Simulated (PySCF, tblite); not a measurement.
# C5H12OSi3: geometry, infrared bands and NMR shifts

Wanted: the infrared bands and NMR shifts of C5H12OSi3 (`O=C1C[SiH](/C([SiH3])=C/[SiH3])C1`), by calculation.

Computed with tblite 0.8.0 and PySCF 2.14.0, with density-fitted response routines of our own, on a single molecule in the gas phase. Atoms are numbered from 0 throughout.

**1. The molecule as given**

21 atoms, charge 0, multiplicity 1; geometry from: force field or distance geometry start.

Bonds of the start (Å): O0–C1 1.21, C1–C2 1.57, C2–Si3 1.88, Si3–C4 1.86, C4–Si5 1.87, C4–C6 1.35, C6–Si7 1.86, Si3–C8 1.87, C8–C1 1.55, C2–H9 1.10, C2–H10 1.08, Si3–H11 1.47, Si5–H12 1.49, Si5–H13 1.48, Si5–H14 1.48, C6–H15 1.09, Si7–H16 1.48, Si7–H17 1.48, Si7–H18 1.48, C8–H19 1.10, C8–H20 1.10.

**2. Geometry optimisation with GFN2-xTB**

Job settings and geometry (Å):

```
{"job": {"kind": "relax", "xc": "GFN2-xTB", "basis": "xTB"}, "charge": 0, "multiplicity": 1}
O     -4.322700     0.493100     0.610500
C     -3.153000     0.361700     0.340900
C     -2.292400    -0.936900     0.172000
Si    -1.070100     0.109300    -0.793000
C      0.709400    -0.105900    -0.309200
Si     1.306800    -1.726300    -1.028400
C      1.406400     0.809200     0.396200
Si     3.174900     0.812600     0.960500
C     -2.028800     1.414600     0.132600
H     -2.804200    -1.717500    -0.401900
H     -1.939400    -1.346400     1.111500
H     -1.306600     0.122400    -2.247100
H      2.594000    -2.112600    -0.391100
H      0.323500    -2.794900    -0.753300
H      1.498800    -1.575500    -2.487000
H      0.921700     1.720600     0.752700
H      3.378900    -0.282400     1.939300
H      4.058100     0.607900    -0.214000
H      3.469000     2.113700     1.603300
H     -1.584700     1.770400     1.072500
H     -2.348500     2.279700    -0.467300
```

Command:

```
$ OMP_NUM_THREADS=1 python probes_run.py task.json out
```

This one command runs all jobs of the session in turn.

**Question.** This job is followed by: GFN2-xTB harmonic vibrations, gas phase; GIAO PBE0/pcSseg-1 NMR shielding, non-relativistic, gas phase. What will the session give for the following? strongest single infrared mode (GFN2-xTB); zero-point energy (GFN2-xTB); ¹³C shifts against TMS (PBE0/pcSseg-1, means over atoms taken as alike); ¹H shifts against TMS (PBE0/pcSseg-1, means over atoms taken as alike); ¹⁷O shifts against H2O (PBE0/pcSseg-1); ²⁹Si shifts against TMS (PBE0/pcSseg-1).

**Answer**, as computed:

| quantity | value |
| --- | --- |
| strongest single infrared mode (GFN2-xTB) | 1812 cm⁻¹, 593 km/mol |
| zero-point energy (GFN2-xTB) | 87.6 kcal/mol |
| ¹³C shifts against TMS (PBE0/pcSseg-1, means over atoms taken as alike) | 205.4, 167.9, 166.2, 40.8 ppm |
| ¹H shifts against TMS (PBE0/pcSseg-1, means over atoms taken as alike) | 7.98, 4.80, 4.38, 4.27, 2.72, 2.36 ppm |
| ¹⁷O shifts against H2O (PBE0/pcSseg-1) | 663.8 ppm |
| ²⁹Si shifts against TMS (PBE0/pcSseg-1) | -52.1, -83.2, -86.3 ppm |

Over 55 steps the energy fell by 0.363 eV; of the close pairs, C1–C2 changed most, 1.567 to 1.514 Å. The lowest mode is slightly imaginary (20i cm⁻¹), a soft motion within the noise of the Hessian, so the minimum is not strictly shown. The strongest single mode, at 1812 cm⁻¹, moves mainly C1 and O0. Unscaled tight-binding wavenumbers are off by several per cent, some by more. Its intensities can rank the bands wrongly. C1 (ketone carbonyl carbon) lies farthest downfield among carbon, at 205.4 ppm; the double bond to the heteroatom, with no lone-pair donor beside it, deshields it most. The most deshielded hydrogen is H15 (hydrogen on an alkene CH), at 7.98 ppm: olefinic region. At PBE0/pcSseg-1: Shielding is most anisotropic at O0 (span 1154 ppm, paramagnetic term -718 ppm).
